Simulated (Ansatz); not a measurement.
# CH₃F₃OSi: how energies converge with the basis set

The task here is to estimate one member of a computed series from the others.

The runs use Ansatz 0.2.0, Gaussian basis; one geometry, several basis sets.

Plan: PBE0-D4/def2-SVP; ωB97M-V/def2-SVP; PBE0-D4/def2-QZVPP; ωB97M-V/def2-QZVPP; the functionals' def2-TZVPP values are taken from earlier runs.

## The geometry

An earlier PBE0-D4 in a triple-zeta def2 set relaxation fixed the geometry.

SMILES `FC(F)(F)O[SiH3]`, 9 atoms, charge 0, spin multiplicity 1.

Atoms are counted from 1 here; the program's logs count them from 0.

Bond lengths: F1–C2 1.338 Å, C2–F3 1.345 Å, C2–F4 1.326 Å, C2–O5 1.328 Å, O5–Si6 1.679 Å, Si6–H7 1.480 Å, Si6–H8 1.481 Å, Si6–H9 1.476 Å. Angles: F1–C2–F3 106.8°, F1–C2–F4 107.8°, F1–C2–O5 111.9°, F3–C2–F4 107.9°, F3–C2–O5 112.1°, F4–C2–O5 110.1°, C2–O5–Si6 126.7°, O5–Si6–H7 109.6°, O5–Si6–H8 109.5°, O5–Si6–H9 103.9°, H7–Si6–H8 110.6°, H7–Si6–H9 111.3°, H8–Si6–H9 111.7°.

Set-up of the first run:

The input, in.yaml:

```yaml
crystal:
  periodic: [false, false, false]
  atoms:
    - {symbol: F, position_ang: [0.409799, -0.117444, -2.049067]}
    - {symbol: C, position_ang: [0.966010, -0.344851, -0.853955]}
    - {symbol: F, position_ang: [0.679460, -1.617501, -0.527818]}
    - {symbol: F, position_ang: [2.281206, -0.246667, -0.993225]}
    - {symbol: O, position_ang: [0.537994, 0.514781, 0.063417]}
    - {symbol: Si, position_ang: [-0.909353, 0.439752, 0.910178]}
    - {symbol: H, position_ang: [-0.822484, -0.610098, 1.949285]}
    - {symbol: H, position_ang: [-2.018070, 0.154416, -0.028938]}
    - {symbol: H, position_ang: [-1.036164, 1.781412, 1.513022]}
basis:
  gaussian: {orbitals: def2-SVP}
hamiltonian: {xc: pbe0, dispersion: d4}
output: {orbitals: {seedname: orbitals}}
```

Among the steps run: PBE0-D4 in def2-SVP; ωB97M-V in def2-SVP; PBE0-D4 in def2-QZVPP; ωB97M-V in def2-QZVPP.

One table of the session follows, with a row left open; its other results are not shown here.

It belongs to the step «Density functionals: the series». 

```
functional       basis  HOMO (eV)  LUMO (eV)
   PBE0-D4    def2-SVP      -9.69       0.24
   PBE0-D4  def2-TZVPP      -9.74      -0.21
   PBE0-D4  def2-QZVPP      -9.76      -0.36
   ωB97M-V    def2-SVP     -11.97       2.21
   ωB97M-V  def2-TZVPP          ?          ?
   ωB97M-V  def2-QZVPP     -12.08       1.12
```

**Question.** Estimate the row for ωB97M-V, def2-TZVPP.

**Answer.** HOMO (eV): -12.06; LUMO (eV): 1.50. In the column «HOMO (eV)» it lies between ωB97M-V, def2-QZVPP (-12.08) and ωB97M-V, def2-SVP (-11.97).
